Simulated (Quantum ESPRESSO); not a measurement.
# AlN (P6_3mc) in Quantum ESPRESSO: phonons with PBE

Aim: the phonons of AlN with PBE.

All numbers are computed with Quantum ESPRESSO 7.5; they aren't measurements. Logs are shortened: lines on timing, memory, paths and dates and some standing lists are left out, and cuts for length are marked.

**The experiment to reproduce.**

From “Self-assembly of well-separated AlN nanowires directly on sputtered metallic TiN films”, 2019, arxiv:1910.07391, for a bulk crystal of AlN at 10 K: band gap 6.034 eV (an exciton energy, a little under the gap).

How close the calculation comes is told below.

**1. Starting point**

The structure is hexagonal, space group P6_3mc (No. 186). Conventional cell: a = 3.125 Å, b = 3.125 Å, c = 4.969 Å, α = 90.00°, β = 90.00°, γ = 120.00°. Al (site symmetry 3m) is surrounded by 4 N at 1.89 to 1.90 Å. Around N (site symmetry 3m) lie 4 Al at 1.89 to 1.90 Å.

**2. Phonons, PBE**

File pw.in:

```
&CONTROL
  calculation = 'scf'
  prefix = 'pwscf'
  outdir = './tmp'
  pseudo_dir = './pseudo'
  tprnfor = .true.
  tstress = .true.
  disk_io = 'low'
/
&SYSTEM
  ibrav = 0
  celldm(1) = 8
  nat = 4
  ntyp = 2
  ecutwfc = 84
  nbnd = 14
  occupations = 'smearing'
  smearing = 'fd'
  degauss = 0.00367493
/
&ELECTRONS
  conv_thr = 8d-10
  electron_maxstep = 120
  mixing_beta = 0.5
/
ATOMIC_SPECIES
Al    26.9815 Al.upf
N     14.0070 N.upf
CELL_PARAMETERS alat
  0.7382810369580   0.0000000000000   0.0000000000000
 -0.3691405184790   0.6393701331424   0.0000000000000
  0.0000000000000   0.0000000000000   1.1737311660686
ATOMIC_POSITIONS crystal
Al     0.3333333333    0.6666666667    0.0000000000
Al     0.6666666667    0.3333333333    0.5000000000
N      0.3333333333    0.6666666667    0.3800000000
N      0.6666666667    0.3333333333    0.8800000000
K_POINTS automatic
8 8 5 0 0 0
```

File relax.in:

```
&CONTROL
  calculation = 'relax'
  prefix = 'pwscf'
  outdir = './tmp'
  pseudo_dir = './pseudo'
  tprnfor = .true.
  tstress = .true.
  disk_io = 'low'
  nstep = 40
  forc_conv_thr = 0.0001
  etot_conv_thr = 1d-06
/
&SYSTEM
  ibrav = 0
  celldm(1) = 8
  nat = 4
  ntyp = 2
  ecutwfc = 84
  nbnd = 14
  occupations = 'smearing'
  smearing = 'fd'
  degauss = 0.00367493
/
&ELECTRONS
  conv_thr = 8d-10
  electron_maxstep = 120
  mixing_beta = 0.5
/
&IONS
  ion_dynamics = 'bfgs'
/
ATOMIC_SPECIES
Al    26.9815 Al.upf
N     14.0070 N.upf
CELL_PARAMETERS alat
  0.7382810369580   0.0000000000000   0.0000000000000
 -0.3691405184790   0.6393701331424   0.0000000000000
  0.0000000000000   0.0000000000000   1.1737311660686
ATOMIC_POSITIONS crystal
Al     0.3333333333    0.6666666667    0.0000000000
Al     0.6666666667    0.3333333333    0.5000000000
N      0.3333333333    0.6666666667    0.3800000000
N      0.6666666667    0.3333333333    0.8800000000
K_POINTS automatic
8 8 5 0 0 0
```

File scf2.in:

```
&CONTROL
  calculation = 'scf'
  prefix = 'pwscf'
  outdir = './tmp'
  pseudo_dir = './pseudo'
  tprnfor = .true.
  tstress = .true.
  disk_io = 'low'
/
&SYSTEM
  ibrav = 0
  celldm(1) = 8
  nat = 4
  ntyp = 2
  ecutwfc = 84
  nbnd = 14
  occupations = 'fixed'
/
&ELECTRONS
  conv_thr = 1d-13
  electron_maxstep = 120
  mixing_beta = 0.5
  startingpot = 'file'
  startingwfc = 'file'
/
ATOMIC_SPECIES
Al    26.9815 Al.upf
N     14.0070 N.upf
CELL_PARAMETERS alat
  0.7382810369568   0.0000000000000   0.0000000000000
 -0.3691405184784   0.6393701331369   0.0000000000000
  0.0000000000000   0.0000000000000   1.1737311660731
ATOMIC_POSITIONS crystal
Al     0.3333333334    0.6666666668   -0.0015923200
Al     0.6666666668    0.3333333334    0.4984076800
N      0.3333333334    0.6666666668    0.3815923200
N      0.6666666668    0.3333333334    0.8815923200
K_POINTS automatic
8 8 5 0 0 0
```

File ph.in:

```
phonons of AlN
&INPUTPH
  prefix = 'pwscf'
  outdir = './tmp'
  tr2_ph = 1d-18
  fildyn = 'dyn'
  niter_ph = 90
  alpha_mix(1) = 0.7
  epsil = .true.
/
0.0000000000 0.0000000000 0.0000000000
```

File dynmat.in:

```
&INPUT
  fildyn = 'dyn'
  asr = 'crystal'
  lperm = .true.
  filout = 'dynmat.disp'
  fileig = 'dynmat.eig'
/
```

File dynmat_lo.in:

```
&INPUT
  fildyn = 'dyn'
  asr = 'crystal'
  filout = 'dynmat_lo.disp'
  fileig = 'dynmat_lo.eig'
  q(1) = 0
  q(2) = 0
  q(3) = 1
/
```

Potentials or basis: PseudoDojo 0.4.1 SR PBE standard.

Launch:

```sh
> OMP_NUM_THREADS=1 mpirun -n 2 pw.x -nk 2 -in pw.in > pw.out
> OMP_NUM_THREADS=1 mpirun -n 2 pw.x -nk 2 -in relax.in > relax.out
> OMP_NUM_THREADS=1 mpirun -n 2 pw.x -nk 2 -in scf2.in > scf2.out
> OMP_NUM_THREADS=1 mpirun -n 2 ph.x -nk 2 -in ph.in > ph.out
> OMP_NUM_THREADS=1 mpirun -n 1 dynmat.x -in dynmat.in > dynmat.out
> OMP_NUM_THREADS=1 mpirun -n 1 dynmat.x -in dynmat_lo.in > dynmat_lo.out
```

pw.out:

```text
This program is part of the open-source Quantum ESPRESSO suite
     for quantum simulation of materials; please cite
[... 6 lines left out ...]
     using ibrav=0 with symmetry is DISCOURAGED, use correct ibrav instead

     K-points division:     npool     =       2
     Subspace diagonalization in iterative solution of the eigenvalue problem:
     a serial algorithm will be used

     G-vector sticks info
     --------------------
     sticks:   dense  smooth     PW     G-vecs:    dense   smooth      PW
     Sum         805     805    241                29491    29491    4661

     Using Slab Decomposition

     bravais-lattice index     =            0
     lattice parameter (alat)  =       8.0000  a.u.
     unit-cell volume          =     283.6695 (a.u.)^3
     number of atoms/cell      =            4
     number of atomic types    =            2
     number of electrons       =        16.00
     number of Kohn-Sham states=           14
     kinetic-energy cutoff     =      84.0000  Ry
     charge density cutoff     =     336.0000  Ry
     scf convergence threshold =      8.0E-10
     mixing beta               =       0.5000
     number of iterations used =            8  plain     mixing
     Exchange-correlation= PBE
                           (   1   4   3   4   0   0   0)

     celldm(1)=   8.000000  celldm(2)=   0.000000  celldm(3)=   0.000000
     celldm(4)=   0.000000  celldm(5)=   0.000000  celldm(6)=   0.000000

     crystal axes: (cart. coord. in units of alat)
               a(1) = (   0.738281   0.000000   0.000000 )
               a(2) = (  -0.369141   0.639370   0.000000 )
               a(3) = (   0.000000   0.000000   1.173731 )

     reciprocal axes: (cart. coord. in units 2 pi/alat)
               b(1) = (  1.354498  0.782020 -0.000000 )
               b(2) = (  0.000000  1.564039  0.000000 )
               b(3) = (  0.000000 -0.000000  0.851984 )

     PseudoPot. # 1 for Al read from file:
     Al.upf
     Pseudo is Norm-conserving + core correction, Zval =  3.0
     Generated using ONCVPSP code by D. R. Hamann
     Using radial grid of 1876 points,  6 beta functions with:
                l(1) =   0
                l(2) =   0
                l(3) =   1
                l(4) =   1
                l(5) =   2
                l(6) =   2

     PseudoPot. # 2 for N  read from file:
     N.upf
     Pseudo is Norm-conserving + core correction, Zval =  5.0
     Generated using ONCVPSP code by D. R. Hamann
     Using radial grid of 1058 points,  4 beta functions with:
                l(1) =   0
                l(2) =   0
                l(3) =   1
                l(4) =   1

     atomic species   valence    mass     pseudopotential
     Al                3.00    26.98150     Al( 1.00)
     N                 5.00    14.00700     N ( 1.00)

     12 Sym. Ops. (no inversion) found ( 6 have fractional translation)

   Cartesian axes

     site n.     atom                  positions (alat units)
         1        Al     tau(   1) = (  -0.0000000   0.4262468   0.0000000  )
         2        Al     tau(   2) = (   0.3691405   0.2131234   0.5868656  )
         3        N      tau(   3) = (  -0.0000000   0.4262468   0.4460178  )
         4        N      tau(   4) = (   0.3691405   0.2131234   1.0328834  )

     number of k points=    30  Fermi-Dirac smearing, width (Ry)=  0.0037
                       cart. coord. in units 2pi/alat
        k(    1) = (   0.0000000   0.0000000   0.0000000), wk =   0.0062500
        k(    2) = (   0.0000000   0.0000000   0.1703968), wk =   0.0125000
        k(    3) = (   0.0000000   0.0000000   0.3407935), wk =   0.0125000
        k(    4) = (   0.0000000   0.1955049   0.0000000), wk =   0.0375000
        k(    5) = (   0.0000000   0.1955049   0.1703968), wk =   0.0750000
        k(    6) = (   0.0000000   0.1955049   0.3407935), wk =   0.0750000
[... 22 lines left out ...]
        k(   29) = (   0.3386244   0.7820196   0.1703968), wk =   0.0750000
        k(   30) = (   0.3386244   0.7820196   0.3407935), wk =   0.0750000

     Dense  grid:    29491 G-vectors     FFT dimensions: (  36,  36,  60)

     Initial potential from superposition of free atoms

     starting charge      15.9951, renormalised to      16.0000
     Starting wfcs are   16 randomized atomic wfcs

     Self-consistent Calculation

     iteration #  1     ecut=    84.00 Ry     beta= 0.50
     Davidson diagonalization with overlap
     ethr =  1.00E-02,  avg # of iterations =  4.1

     total energy              =     -50.82012405 Ry
     estimated scf accuracy    <       1.20023563 Ry

     iteration #  2     ecut=    84.00 Ry     beta= 0.50
     Davidson diagonalization with overlap
     ethr =  7.50E-03,  avg # of iterations =  2.0

     total energy              =     -51.15520545 Ry
     estimated scf accuracy    <       0.14255852 Ry

     iteration #  3     ecut=    84.00 Ry     beta= 0.50
     Davidson diagonalization with overlap
     ethr =  8.91E-04,  avg # of iterations =  1.6

     total energy              =     -51.17444639 Ry
     estimated scf accuracy    <       0.01058925 Ry

     iteration #  4     ecut=    84.00 Ry     beta= 0.50
     Davidson diagonalization with overlap
     ethr =  6.62E-05,  avg # of iterations =  5.7

     total energy              =     -51.17668237 Ry
     estimated scf accuracy    <       0.00729007 Ry

     iteration #  5     ecut=    84.00 Ry     beta= 0.50
     Davidson diagonalization with overlap
     ethr =  4.56E-05,  avg # of iterations =  2.1
[... 29 lines left out ...]
     total energy              =     -51.17720781 Ry
     estimated scf accuracy    <       0.00000002 Ry

     iteration # 10     ecut=    84.00 Ry     beta= 0.50
     Davidson diagonalization with overlap
     ethr =  1.44E-10,  avg # of iterations =  3.8

     total energy              =     -51.17720783 Ry
     estimated scf accuracy    <          3.5E-09 Ry

     iteration # 11     ecut=    84.00 Ry     beta= 0.50
     Davidson diagonalization with overlap
     ethr =  2.19E-11,  avg # of iterations =  2.0

     total energy              =     -51.17720783 Ry
     estimated scf accuracy    <          9.3E-10 Ry

     iteration # 12     ecut=    84.00 Ry     beta= 0.50
     Davidson diagonalization with overlap
     ethr =  5.80E-12,  avg # of iterations =  1.0

     End of self-consistent calculation

          k = 0.0000 0.0000 0.0000 (  3681 PWs)   bands (ev):

    -8.0645  -5.9037   1.1168   6.1940   6.1940   6.8619   6.8619   7.0682
    11.2247  13.6148  17.6270  18.1389  18.1389  20.3051

          k = 0.0000 0.0000 0.1704 (  3681 PWs)   bands (ev):

    -7.9110  -6.1967   1.6417   6.2493   6.2544   6.2544   6.7947   6.7947
    11.8861  13.7073  17.3931  18.1005  18.1005  19.1931

          k = 0.0000 0.0000 0.3408 (  3706 PWs)   bands (ev):

    -7.4740  -6.8373   2.9556   4.6269   6.4159   6.4159   6.6223   6.6223
    13.0068  13.6924  17.1804  17.8227  18.2391  18.2393

          k = 0.0000 0.1955 0.0000 (  3697 PWs)   bands (ev):

    -7.8697  -5.7979   1.3498   5.3322   5.9516   6.0420   6.8265   6.9753
    12.0613  14.3446  16.8150  17.0829  18.6918  19.6033

          k = 0.0000 0.1955 0.1704 (  3707 PWs)   bands (ev):

    -7.7203  -6.0728   1.8219   5.3827   5.6686   6.0273   6.7054   6.7341
    12.4907  14.4146  16.4827  17.1056  18.5981  19.0674

          k = 0.0000 0.1955 0.3408 (  3698 PWs)   bands (ev):

    -7.2959  -6.6823   2.9871   4.3894   5.8039   6.2327   6.2409   6.5020
    13.3934  14.2156  16.2903  16.8343  18.6197  18.7003
[... 11 lines left out ...]
          k = 0.0000 0.3910 0.3408 (  3705 PWs)   bands (ev):

    -6.8106  -6.2759   2.7264   3.4068   5.0011   5.8507   5.9639   6.2112
    13.2581  13.9449  16.1271  16.7851  18.3665  19.0230

          k = 0.0000 0.5865 0.0000 (  3681 PWs)   bands (ev):

    -6.5918  -5.3784   2.1998   2.9976   3.4468   5.1094   5.9173   6.4767
    13.1133  13.4051  15.0773  17.3031  18.1991  19.0426

          k = 0.0000 0.5865 0.1704 (  3684 PWs)   bands (ev):

    -6.4858  -5.5034   1.8954   2.8839   3.8989   5.2182   6.1256   6.3176
    12.6206  13.3628  15.8275  16.9879  18.5579  18.6055

          k = 0.0000 0.5865 0.3408 (  3690 PWs)   bands (ev):

    -6.1983  -5.8227   1.8437   2.2448   5.0667   5.5205   5.9364   5.9863
    12.4591  13.0679  16.2079  16.9125  18.4262  18.9967

          k = 0.0000-0.7820 0.0000 (  3682 PWs)   bands (ev):

    -6.1259  -5.4271   1.6569   2.9551   3.7304   4.9687   5.2906   6.3960
    12.8396  12.9028  15.2077  17.3141  17.9347  19.2184

          k = 0.0000-0.7820 0.1704 (  3674 PWs)   bands (ev):

    -6.0520  -5.4820   1.4618   2.4499   4.2718   5.0812   5.7434   6.2280
    12.3032  12.9246  16.1596  16.6479  18.3863  19.0138

          k = 0.0000-0.7820 0.3408 (  3686 PWs)   bands (ev):

    -5.8625  -5.6419   1.3737   1.7322   5.2865   5.3946   5.8280   5.9741
    12.1027  12.7238  16.1042  16.7343  18.4277  19.1340

          k = 0.1693 0.2933 0.0000 (  3705 PWs)   bands (ev):

    -7.4997  -5.6196   1.8019   4.4108   4.5876   5.8167   6.5218   6.7539
    13.1042  15.2473  15.7151  15.9974  18.5670  18.9978

          k = 0.1693 0.2933 0.1704 (  3695 PWs)   bands (ev):

    -7.3592  -5.8574   2.1280   4.4105   4.6377   5.6660   6.3948   6.6670
    13.2101  15.0904  15.6448  16.1859  18.4848  19.1886

          k = 0.1693 0.2933 0.3408 (  3700 PWs)   bands (ev):

    -6.9632  -6.4004   2.8995   3.7689   5.2475   5.6566   6.1129   6.2036
    13.6367  14.3654  16.0196  16.3918  18.3902  18.8847

          k = 0.1693 0.4888 0.0000 (  3703 PWs)   bands (ev):

    -6.8503  -5.4029   2.6370   2.9371   3.6688   5.0580   6.1464   6.2387
    13.8174  14.0828  15.1905  16.8380  17.9283  18.6781

          k = 0.1693 0.4888 0.1704 (  3691 PWs)   bands (ev):

    -6.7316  -5.5649   2.3161   3.1625   4.0072   4.9758   5.9338   6.4269
    13.3998  14.1499  15.4906  16.9559  17.9463  18.7468

          k = 0.1693 0.4888 0.3408 (  3681 PWs)   bands (ev):
[... 29 lines left out ...]
          k = 0.3386 0.5865 0.3408 (  3673 PWs)   bands (ev):

    -5.9128  -5.6394   2.1168   2.2418   3.9160   4.3858   5.7147   6.3187
    13.5935  13.8968  15.8867  16.2959  18.3365  18.5744

          k = 0.3386 0.7820 0.0000 (  3676 PWs)   bands (ev):

    -5.7905  -5.4667   2.1572   3.3152   3.4706   4.2863   4.9251   5.0454
    12.2944  15.0607  16.4010  16.8925  18.1394  18.8860

          k = 0.3386 0.7820 0.1704 (  3682 PWs)   bands (ev):

    -5.7462  -5.4819   2.1202   2.8128   3.1442   4.6018   5.0560   5.6377
    12.7434  14.9733  15.8367  16.3518  18.4208  18.7436

          k = 0.3386 0.7820 0.3408 (  3667 PWs)   bands (ev):

    -5.6415  -5.5390   2.0124   2.2128   3.3246   3.9309   6.0044   6.2546
    13.5679  14.3676  15.4458  15.7189  18.5637  18.6444

     the Fermi energy is     9.7915 ev

!    total energy              =     -51.17720783 Ry
     estimated scf accuracy    <          9.3E-11 Ry
     smearing contrib. (-TS)   =      -0.00000000 Ry
     internal energy E=F+TS    =     -51.17720783 Ry

     The total energy is F=E-TS. E is the sum of the following terms:
     one-electron contribution =      -2.19534313 Ry
     hartree contribution      =      11.40327400 Ry
     xc contribution           =     -16.98238624 Ry
     ewald contribution        =     -43.40275247 Ry

     convergence has been achieved in  12 iterations

     Forces acting on atoms (cartesian axes, Ry/au):

     atom    1 type  1   force =    -0.00000000    0.00000000   -0.00812815
     atom    2 type  1   force =     0.00000000    0.00000000   -0.00812815
     atom    3 type  2   force =    -0.00000000    0.00000000    0.00812815
     atom    4 type  2   force =     0.00000000   -0.00000000    0.00812815

     Total force =     0.016256     Total SCF correction =     0.000000

     Computing stress (Cartesian axis) and pressure

          total   stress  (Ry/bohr**3)                   (kbar)     P=       21.99
   0.00005143  -0.00000000   0.00000000            7.57       -0.00        0.00
   0.00000000   0.00005143   0.00000000            0.00        7.57        0.00
   0.00000000   0.00000000   0.00034558            0.00        0.00       50.84

=------------------------------------------------------------------------------=
   JOB DONE.
=------------------------------------------------------------------------------=
```

Run time: 4.4 min. Hardware: 2 MPI ranks of AMD EPYC 7R43 (Zen 3), shared host; peak memory 0.2 GiB.

What came out:

* Free energy: -696.3046 eV
* Pressure after relaxing: 2.1 GPa
* Band gap on the k mesh: 4.11 eV, direct
* Electronic dielectric tensor (diagonal): 4.42, 4.42, 4.62
* Born charges (mean of the diagonal): Al +2.56; N -2.56 e
* Highest phonon frequency at Γ, LO-TO splitting left out: 720 cm⁻¹
* Static dielectric tensor (diagonal): 8.01, 8.01, 9.49

The path:
| step | energy change (eV) | largest force (eV/Å) | pressure (GPa) |
| --- | --- | --- | --- |
| 1 | 0.0000 | 0.2090 | 2.20 |
| 2 | -0.0026 | 0.0932 | 2.14 |
| 3 | -0.0033 | 0.0039 | 2.10 |
| 4 | -0.0033 | 0.0001 | 2.10 |

Final structure:
```yaml
crystal:
  lattice:
    - [3.12545, 0.00000, 0.00000]
    - [-1.56273, 2.70672, 0.00000]
    - [0.00000, 0.00000, 4.96889]
  atoms:
    - { symbol: Al, position: [0.33333, 0.66667, 0.99841] }
    - { symbol: Al, position: [0.66667, 0.33333, 0.49841] }
    - { symbol: N, position: [0.33333, 0.66667, 0.38159] }
    - { symbol: N, position: [0.66667, 0.33333, 0.88159] }
```

Phonon frequencies in cm⁻¹ (negative: imaginary):
```
              q point                                frequencies
(0.000, 0.000, 0.000)  1 1 3 239 239 541 610 655 655 666 666 720
```

Electronic dielectric tensor:
```
4.42 0.00 0.00
0.00 4.42 0.00
0.00 0.00 4.62
```

Born effective charge tensors (e):
atom 1, Al
```
2.50 0.00 0.00
0.00 2.50 0.00
0.00 0.00 2.67
```
atom 2, Al
```
2.50 0.00 0.00
0.00 2.50 0.00
0.00 0.00 2.67
```
atom 3, N
```
-2.50  0.00  0.00
 0.00 -2.50  0.00
 0.00  0.00 -2.67
```
atom 4, N
```
-2.50  0.00  0.00
 0.00 -2.50  0.00
 0.00  0.00 -2.67
```

Optical modes at Γ, degenerate ones joined, polar ones without the macroscopic field:
| cm⁻¹ | components | symmetry | active in | IR intensity, summed ((D/Å)²/amu) |
| --- | --- | --- | --- | --- |
| 239 | 2 | E2 | Raman | 0.00 |
| 541 | 1 | B1 | silent | 0.00 |
| 610 | 1 | A1 | IR and Raman | 35.70 |
| 655 | 2 | E2 | Raman | 0.00 |
| 666 | 2 | E1 | IR and Raman | 62.77 |
| 720 | 1 | B1 | silent | 0.00 |

Zone-centre frequencies without and with the macroscopic field along z (cm⁻¹):
|  | optical modes in rising order |
| --- | --- |
| without | 239 239 541 610 655 655 666 666 720 |
| with the field | 239 239 541 655 655 666 666 720 874 |

Static dielectric tensor, electrons and zone-centre modes:
```
8.01 0.00 0.00
0.00 8.01 0.00
0.00 0.00 9.49
```

Caveat: on a mesh that holds Γ this program's dielectric tensor can be off by some percent beyond the error of the mesh.

**3. How close it comes**

Step 2. Measured gap of AlN: 6.034 eV (an exciton energy, a little under the gap; 10 K; quoted in “Self-assembly of well-separated AlN nanowires directly on sputtered metallic TiN films”, 2019, arxiv:1910.07391). This calculation gives 4.11 eV (-1.92 eV). 2 values of this kind are on record (6.034 to 6.0343 eV); this one was drawn at random. The value is that of PBE, without temperature or zero-point motion. Semilocal functionals fall short of measured gaps as a rule.
